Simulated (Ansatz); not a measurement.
Runs of Ansatz 0.2.0 on Pt12CO. The cell holds a slab with vacuum, 14 atoms: a = 5.538 Å, b = 5.538 Å, c = 23.672 Å, α = 90.00°, β = 90.00°, γ = 120.00°. 

```csv
level,gap on the mesh (eV),largest force (eV/Å),work function (eV)
PBE+D4,none,0.01,5.97
PBE,none,-,6.08
PBE+D3(BJ),none,0.01,5.97
PBE+D3(BJ)-ATM,none,-,(a)
```

Alike in all rows: task relaxation of the atoms; potentials or basis Ansatz PAW; no spin polarisation; cell atoms relaxed from: CO (inverted) over a hollow site of the (1 1 1) slab of Pt, cut from the database cell, not relaxed; k mesh 6 × 6 × 1; cutoff (eV) 420; smearing fermi-dirac 0.05 eV.

Q: Estimate the missing entries.

A: (a) 5.98.

A k mesh can miss the band edges, and the runs leave out spin-orbit coupling on Pt.

A gap of «none» marks a metal or a gap under the smearing width.
